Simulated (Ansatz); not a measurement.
# Alloy of Mg2Si and Mg2Sn (26 of 32 Si sites exchanged), 96 atoms

How does this alloy cell relax, and what gap do PBEsol, HSE06 and r²SCAN give?

All numbers are computed with Ansatz 0.2.0 (PAW, plane waves).

### Step 1. Starting point

96 atoms (64 Mg, 26 Sn, 6 Si); a = 13.329 Å, b = 13.329 Å, c = 13.329 Å, α = 90.00°, β = 90.00°, γ = 90.00°. All atoms were shaken off their sites by about 0.02 Å along each axis.

Steps to follow: (2) PBEsol cell relaxation at the single k point (¼, ¼, ¼), on 1 × NVIDIA GB200 with 8 threads of Arm Neoverse-V2; (3) HSE06 single point at the Γ point alone, on 1 × NVIDIA GB200 with 8 threads of Arm Neoverse-V2; (4) r²SCAN single point at the Γ point alone, on 1 × NVIDIA GB200 with 8 threads of Arm Neoverse-V2.

### Step 2. Relaxing cell and atoms with PBEsol

File in.yaml:

```yaml
crystal:
  lattice:
    - [13.328576, 0.000000, 0.000000]
    - [0.000000, 13.328576, 0.000000]
    - [0.000000, 0.000000, 13.328576]
  atoms:
    - { symbol: Mg, position: [0.373190, 0.125964, 0.124802] }
    - { symbol: Mg, position: [0.375915, 0.126581, 0.626412] }
    - { symbol: Mg, position: [0.373586, 0.622745, 0.123823] }
    - { symbol: Mg, position: [0.376298, 0.624520, 0.624136] }
    - { symbol: Mg, position: [0.876240, 0.125493, 0.123978] }
    - { symbol: Mg, position: [0.874375, 0.124237, 0.626314] }
    - { symbol: Mg, position: [0.873086, 0.624153, 0.125248] }
    - { symbol: Mg, position: [0.875505, 0.626580, 0.624858] }
    - { symbol: Mg, position: [0.125310, 0.374718, 0.123472] }
    - { symbol: Mg, position: [0.123307, 0.372876, 0.625911] }
    - { symbol: Mg, position: [0.125476, 0.875789, 0.122229] }
    - { symbol: Mg, position: [0.120403, 0.874074, 0.624577] }
    - { symbol: Mg, position: [0.624718, 0.374859, 0.125661] }
    - { symbol: Mg, position: [0.625712, 0.374492, 0.624293] }
    - { symbol: Mg, position: [0.624472, 0.873367, 0.125625] }
    - { symbol: Mg, position: [0.623744, 0.878568, 0.624470] }
    - { symbol: Mg, position: [0.126953, 0.125545, 0.375305] }
    - { symbol: Mg, position: [0.123453, 0.124036, 0.876670] }
    - { symbol: Mg, position: [0.123055, 0.624628, 0.379014] }
    - { symbol: Mg, position: [0.124754, 0.625333, 0.875362] }
    - { symbol: Mg, position: [0.624663, 0.125305, 0.374722] }
    - { symbol: Mg, position: [0.624857, 0.123615, 0.874085] }
    - { symbol: Mg, position: [0.626533, 0.622753, 0.373093] }
    - { symbol: Mg, position: [0.625303, 0.622511, 0.874446] }
    - { symbol: Mg, position: [0.124629, 0.128753, 0.122730] }
    - { symbol: Mg, position: [0.125246, 0.123824, 0.626351] }
    - { symbol: Mg, position: [0.125288, 0.627497, 0.127091] }
    - { symbol: Mg, position: [0.126331, 0.623307, 0.627046] }
    - { symbol: Mg, position: [0.624802, 0.122265, 0.122064] }
    - { symbol: Mg, position: [0.624480, 0.126676, 0.629033] }
    - { symbol: Mg, position: [0.623290, 0.625116, 0.122119] }
    - { symbol: Mg, position: [0.628208, 0.622607, 0.622321] }
    - { symbol: Mg, position: [0.375280, 0.373472, 0.375645] }
    - { symbol: Mg, position: [0.376567, 0.376622, 0.875001] }
    - { symbol: Mg, position: [0.373477, 0.875646, 0.376361] }
    - { symbol: Mg, position: [0.374347, 0.871498, 0.875240] }
    - { symbol: Mg, position: [0.872924, 0.376630, 0.376850] }
    - { symbol: Mg, position: [0.875706, 0.371904, 0.877085] }
    - { symbol: Mg, position: [0.874785, 0.873210, 0.373743] }
    - { symbol: Mg, position: [0.874410, 0.875124, 0.873048] }
    - { symbol: Mg, position: [0.374531, 0.375532, 0.125323] }
    - { symbol: Mg, position: [0.374814, 0.374611, 0.621374] }
    - { symbol: Mg, position: [0.374802, 0.873656, 0.124878] }
    - { symbol: Mg, position: [0.374678, 0.876297, 0.626132] }
    - { symbol: Mg, position: [0.876123, 0.376968, 0.123844] }
    - { symbol: Mg, position: [0.873728, 0.377086, 0.625894] }
    - { symbol: Mg, position: [0.876187, 0.874781, 0.126648] }
    - { symbol: Mg, position: [0.874490, 0.874560, 0.624761] }
    - { symbol: Mg, position: [0.376838, 0.125537, 0.375469] }
    - { symbol: Mg, position: [0.372251, 0.126250, 0.874196] }
    - { symbol: Mg, position: [0.373525, 0.620711, 0.373630] }
    - { symbol: Mg, position: [0.376463, 0.626097, 0.874319] }
    - { symbol: Mg, position: [0.874046, 0.123286, 0.373249] }
    - { symbol: Mg, position: [0.876869, 0.125295, 0.877493] }
    - { symbol: Mg, position: [0.875214, 0.624832, 0.372975] }
    - { symbol: Mg, position: [0.876949, 0.627425, 0.873567] }
    - { symbol: Mg, position: [0.126771, 0.374836, 0.376381] }
    - { symbol: Mg, position: [0.127202, 0.373038, 0.875344] }
    - { symbol: Mg, position: [0.124582, 0.874332, 0.375571] }
    - { symbol: Mg, position: [0.122543, 0.874803, 0.872521] }
    - { symbol: Mg, position: [0.624156, 0.374707, 0.377019] }
    - { symbol: Mg, position: [0.624445, 0.374538, 0.872609] }
    - { symbol: Mg, position: [0.624786, 0.873713, 0.376218] }
    - { symbol: Mg, position: [0.625676, 0.876726, 0.873179] }
    - { symbol: Sn, position: [0.001098, 0.999778, 0.998108] }
    - { symbol: Sn, position: [0.999806, 0.000148, 0.502499] }
    - { symbol: Sn, position: [0.000129, 0.499983, 0.999832] }
    - { symbol: Sn, position: [0.998426, 0.499938, 0.499817] }
    - { symbol: Sn, position: [0.500016, 0.998502, 0.497822] }
    - { symbol: Sn, position: [0.249533, 0.248950, 0.500333] }
    - { symbol: Sn, position: [0.250751, 0.748321, 0.000279] }
    - { symbol: Sn, position: [0.250472, 0.753547, 0.498079] }
    - { symbol: Sn, position: [0.751866, 0.251670, 0.998191] }
    - { symbol: Sn, position: [0.750073, 0.251302, 0.498441] }
    - { symbol: Sn, position: [0.748184, 0.750438, 0.000091] }
    - { symbol: Sn, position: [0.751339, 0.749745, 0.502210] }
    - { symbol: Sn, position: [0.249998, 0.001742, 0.248414] }
    - { symbol: Sn, position: [0.247470, 0.001382, 0.749429] }
    - { symbol: Sn, position: [0.249124, 0.500784, 0.248444] }
    - { symbol: Sn, position: [0.750717, 0.999622, 0.250609] }
    - { symbol: Sn, position: [0.752118, 0.004837, 0.749969] }
    - { symbol: Sn, position: [0.748811, 0.501279, 0.250018] }
    - { symbol: Sn, position: [0.999334, 0.250692, 0.251460] }
    - { symbol: Sn, position: [0.997610, 0.250520, 0.746040] }
    - { symbol: Sn, position: [0.001129, 0.750353, 0.251577] }
    - { symbol: Sn, position: [0.001210, 0.752243, 0.746830] }
    - { symbol: Sn, position: [0.497911, 0.250424, 0.249470] }
    - { symbol: Sn, position: [0.498168, 0.251387, 0.751061] }
    - { symbol: Sn, position: [0.502895, 0.748943, 0.250340] }
    - { symbol: Sn, position: [0.503591, 0.748244, 0.751427] }
    - { symbol: Si, position: [0.500107, 0.998566, 0.999793] }
    - { symbol: Si, position: [0.501540, 0.498366, 0.997668] }
    - { symbol: Si, position: [0.499242, 0.500897, 0.498911] }
    - { symbol: Si, position: [0.249645, 0.248688, 0.000340] }
    - { symbol: Si, position: [0.250212, 0.500268, 0.751369] }
    - { symbol: Si, position: [0.749420, 0.499621, 0.750423] }
  symmetry: { detect: false }
kpoints:
  mp_grid: { grid: [1, 1, 1], shift: [0.25, 0.25, 0.25] }
hamiltonian:
  xc: pbesol
scf:
  occupations: { method: fermi_dirac, width: 0.01 }
relax:
  f_tol: 0.03
  max_steps: 80
  escape_saddle: false
  adjacent_minimum: "off"
  cell: { fix: [shape] }
output:
  forces: true
  eigenvalues: true
  populations: true
```

Command:

```sh
ansatz run in.yaml --threads 8 --pin off --max-ram 118750MiB --runs-dir r --events-out ev --progress --plain --backend cuda --devices 0, --max-vram 170GiB
```

After this run come: Single point with HSE06; r²SCAN single point.

**Question.** What will these runs give? Wanted: for each run, top filled to lowest empty.

**Answer**, as computed:

| level | time | k points | top filled to lowest empty (eV) |
| --- | --- | --- | --- |
| PBEsol, relaxation | 5.8 s (GPU) | (¼, ¼, ¼) | 0.31 |
| HSE06 | 61 s (GPU) | Γ | 0.31 |
| r²SCAN | 6.2 s (GPU) | Γ | 0.25 |

| quantity | value |
| --- | --- |
| relaxation | 4 recorded steps, 1.20 eV gained |
| largest shift | 0.17 Å (Mg38) |
| relaxed cell | a = 13.330 Å, b = 13.330 Å, c = 13.330 Å, α = 90.00°, β = 90.00°, γ = 90.00° |
| mean bonds | Mg–Mg 3.296, Mg–Si 2.799, Mg–Sn 2.907 Å |

**What this shows.** The relaxation lowers the energy by 1.20 eV; the largest shift is 0.17 Å (Mg38), while the volume changes by +0.0 %. The mean lengths of the listed bonds run from Mg–Si 2.80 Å to Mg–Mg 3.30 Å. At the same k points, r²SCAN gives a spacing 0.06 eV smaller than the 0.31 eV of HSE06. Rows on different k points differ by sampling as well as by level. The price of HSE06 is about 9.9 times the time of r²SCAN here. Spin–orbit coupling is left out, which matters for the band edges of the heavier elements here. With one k point the spacing samples only the states that fold onto it, so it can exceed the gap over the zone.
